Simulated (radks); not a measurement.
# As¹⁷⁺ in [Ne] 3s2 3p2 3d2: an all-electron calculation

The task here is to estimate one member of a computed series from the others.

Method: Dirac Kohn-Sham, XLYP, spin-unpolarised, spherical densities, finite nucleus; open shells are shared between the two j in proportion to 2j + 1. Code: radks (a radial shooting solver on a logarithmic mesh, Libxc functionals) version 1.

**The system**

| Quantity | Value |
| --- | --- |
| element | arsenic (Z = 33) |
| charge | +17 |
| electrons | 16 |
| configuration | [Ne] 3s2 3p2 3d2 |
| nuclear rms radius | 4.0968 fm |

Outer shells as boxes (Hund's rule):

As¹⁷⁺
```
[Ne] core
3s [↑↓]
3p [↑ ][↑ ][  ]
3d [↑ ][↑ ][  ][  ][  ]
```

The first run:

The run's settings:

```text
Z 33
configuration [Ne] 3s2 3p2 3d2 4s0 4p0 4d0 4f0
relativity Dirac
functional xlyp
spin unpolarised
j_filling average
nucleus finite rms 4.0968 fm
c 137.035999084
```

The run is started by

```
$ python run_ks.py task.json out
```

All runs below come from this command, one after another.

One table of the session follows, with a row left open; its other results are not shown here.

It belongs to the step «Orbitals and density». Sizes of the orbitals, from the radial functions (bohr):

```
level      <r>  outermost maximum (interpolated)  90 % within  nodes
1s1/2  0.04548                            0.0297       0.0813      0
2s1/2   0.2008                             0.170        0.310      1
2p1/2   0.1729                             0.134        0.282      0
2p3/2   0.1765                             0.137        0.287      0
3s1/2   0.5210                             0.483        0.759      2
3p1/2   0.5091                             0.467        0.757      1
3p3/2   0.5152                             0.473        0.765      1
3d3/2   0.4697                             0.392        0.724      0
3d5/2   0.4715                             0.393        0.726      0
4s1/2    1.037                              1.03         1.46      3
4p1/2    1.046                              1.04         1.48      2
4p3/2        ?                                 ?            ?      ?
4d3/2    1.045                              1.03         1.51      1
4d5/2    1.047                              1.04         1.51      1
4f5/2   0.9605                             0.845         1.40      0
4f7/2   0.9614                             0.846         1.41      0
```

Q: Estimate the row for 4p3/2 from the others.

The run gave: <r>: 1.054; outermost maximum (interpolated): 1.05; 90 % within: 1.49; nodes: 2. In the column «<r>» it is the highest.
